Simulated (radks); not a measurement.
# Polarisabilities and dispersion coefficients of Te³⁺, N⁺, P⁺ and others

One table from this session's results is given with a row withheld; the runs are named, their logs left out.

Method: scalar-relativistic Kohn-Sham, LB94 model potential, spin-unpolarised, spherical densities, finite nucleus. Code: radks (a radial shooting solver on a logarithmic mesh, Libxc functionals) version 1.

## What is computed

* species: Te³⁺ ([Kr] 4d10 5s2 5p1), N⁺ ([He] 2s2 2p2), P⁺ ([Ne] 3s2 3p2), Ir⁺ ([Xe] 4f14 5d7 6s1), Fe ([Ar] 3d6 4s2), Sr⁺ ([Kr] 5s1), Cd ([Kr] 4d10 5s2)

LB94 adds a gradient term to the LDA potential that gives it a −1/r tail. It is a model potential with no energy functional, so Etot and Exc are not given.

Set-up of the first run:

The run's settings:

```text
Z 52
configuration [Kr] 4d10 5s2 5p1
relativity scalar-relativistic
functional lda,pw
model_potential LB94
spin unpolarised
nucleus finite rms 4.7423 fm
c 137.035999084
response adiabatic LDA kernel
```

Steps of the session up to this table: Te³⁺, [Kr] 4d10 5s2 5p1; N⁺, [He] 2s2 2p2; P⁺, [Ne] 3s2 3p2; Ir⁺, [Xe] 4f14 5d7 6s1; Fe, [Ar] 3d6 4s2; Sr⁺, [Kr] 5s1; Cd, [Kr] 4d10 5s2.

One of the session's tables, all rows but one given; the rest of the session is left out.

```
species  −ε(HOMO) (eV)  α (bohr³)  α uncoupled (bohr³)  C6 (hartree bohr⁶)
   Te³⁺         38.233      9.447                16.68               48.78
     N⁺         27.446      3.680                5.519               7.892
     P⁺              ?          ?                    ?                   ?
    Ir⁺         19.157      20.97                37.86               164.9
     Fe          9.219      43.71                79.33               342.5
    Sr⁺         12.174      58.40                80.34               431.1
     Cd         10.462      34.19                65.85               279.0
```

**Question.** Estimate the row for P⁺.

**Answer.** −ε(HOMO) (eV): 18.922; α (bohr³): 14.25; α uncoupled (bohr³): 23.10; C6 (hartree bohr⁶): 72.69. In the column «−ε(HOMO) (eV)» it lies between Sr⁺ (12.174) and Ir⁺ (19.157).

C8 is given only where no p, d or f shell is open. For heavy and open-shell atoms this level can miss by tens of per cent.
